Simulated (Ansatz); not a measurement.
# C₂H₆AlFO₂: a ladder of functionals and wavefunction methods

An exercise on one series of results from a longer session: the logs are not shown, and one member is left open.

The runs use Ansatz 0.2.0, Gaussian basis; functionals in def2-TZVPP, the program's frozen cores in correlated methods.

The runs, in order: LDA (SPW92), PBE-D4, revPBE-D4, BLYP-D4, r2SCAN-D4, B97M-V, PBE0-D4, B3LYP-D4, r2SCANh-D4, r2SCAN0-D4, HSE06-D4, BHLYP-D4, CAM-B3LYP-D4, LC-ωPBE, ωB97X-V, ωB97M-V, B2PLYP, PBE-QIDH; CCSD(T)/def2-SVP; CCSD(T)/def2-TZVPP; MP2/def2-QZVPP; extrapolation to the limit; RPA on PBE.

## The relaxed structure

All runs share one geometry, relaxed beforehand with PBE0-D4 in a triple-zeta def2 set.

SMILES `C[O][Al]([F])[O]C`, 12 atoms, charge 0, spin multiplicity 1.

Atoms are counted from 1 here; the program's logs count them from 0.

Bond lengths: C1–O2 1.395 Å, C1–H7 1.095 Å, C1–H8 1.097 Å, C1–H9 1.095 Å, O2–Al3 1.669 Å, Al3–F4 1.639 Å, Al3–O5 1.669 Å, O5–C6 1.395 Å, C6–H10 1.095 Å, C6–H11 1.095 Å, C6–H12 1.097 Å. Angles: O2–C1–H7 110.0°, O2–C1–H8 112.8°, O2–C1–H9 110.0°, H7–C1–H8 107.9°, H7–C1–H9 107.9°, H8–C1–H9 108.0°, C1–O2–Al3 139.5°, O2–Al3–F4 117.0°, O2–Al3–O5 126.0°, F4–Al3–O5 117.0°, Al3–O5–C6 139.9°, O5–C6–H10 110.0°, O5–C6–H11 110.0°, O5–C6–H12 112.8°, H10–C6–H11 107.9°, H10–C6–H12 108.0°, H11–C6–H12 108.0°.

The first run:

File in.yaml:

```yaml
crystal:
  periodic: [false, false, false]
  atoms:
    - {symbol: C, position_ang: [-1.234701, -1.590592, 0.559447]}
    - {symbol: O, position_ang: [-1.271360, -0.286897, 1.055322]}
    - {symbol: Al, position_ang: [-0.478035, 1.168663, 0.858954]}
    - {symbol: F, position_ang: [-0.993779, 2.425802, 1.774840]}
    - {symbol: O, position_ang: [0.791652, 1.461471, -0.183716]}
    - {symbol: C, position_ang: [1.572030, 0.794032, -1.128022]}
    - {symbol: H, position_ang: [-1.051494, -2.297060, 1.375358]}
    - {symbol: H, position_ang: [-0.452827, -1.736280, -0.195585]}
    - {symbol: H, position_ang: [-2.196533, -1.844939, 0.102735]}
    - {symbol: H, position_ang: [2.625329, 0.821810, -0.831073]}
    - {symbol: H, position_ang: [1.483355, 1.285509, -2.102167]}
    - {symbol: H, position_ang: [1.283262, -0.256619, -1.251893]}
basis:
  gaussian: {orbitals: def2-TZVPP}
hamiltonian: {xc: lda}
output: {orbitals: {seedname: orbitals}}
```

Among the steps run: LDA; PBE-D4 (GGA); revPBE-D4 (GGA); BLYP-D4 (GGA); r2SCAN-D4 (meta-GGA); B97M-V (meta-GGA); PBE0-D4 (hybrid); B3LYP-D4 (hybrid); r2SCANh-D4 (hybrid); r2SCAN0-D4 (hybrid); HSE06-D4 (hybrid); BHLYP-D4 (hybrid); CAM-B3LYP-D4 (range-separated); LC-ωPBE-D4 (range-separated; the results give it without D4); ωB97X-V (range-separated); ωB97M-V (range-separated); B2PLYP (double hybrid); PBE-QIDH (double hybrid).

One of the session's tables, all rows but one given; the rest of the session is left out.

It belongs to the step «Orbital energies across the functionals». 

| functional | HOMO (eV) | gap (eV) |
| --- | --- | --- |
| LDA (SPW92) | -6.79 | 5.10 |
| PBE-D4 | -6.64 | 5.22 |
| revPBE-D4 | ? | ? |
| BLYP-D4 | -6.55 | 5.18 |
| r2SCAN-D4 | -6.97 | 6.03 |
| B97M-V | -7.09 | 5.80 |
| PBE0-D4 | -8.23 | 7.72 |
| B3LYP-D4 | -7.99 | 7.16 |
| r2SCANh-D4 | -7.57 | 6.92 |
| r2SCAN0-D4 | -8.47 | 8.24 |
| HSE06-D4 | -7.83 | 6.94 |
| BHLYP-D4 | -9.78 | 10.01 |
| CAM-B3LYP-D4 | -9.71 | 10.06 |
| LC-ωPBE | -11.03 | 12.75 |
| ωB97X-V | -10.71 | 12.16 |
| ωB97M-V | -10.63 | 11.72 |

**Question.** Estimate the row for revPBE-D4.

As computed: HOMO (eV): -6.57; gap (eV): 5.32. In the column «HOMO (eV)» it lies between PBE-D4 (-6.64) and BLYP-D4 (-6.55).
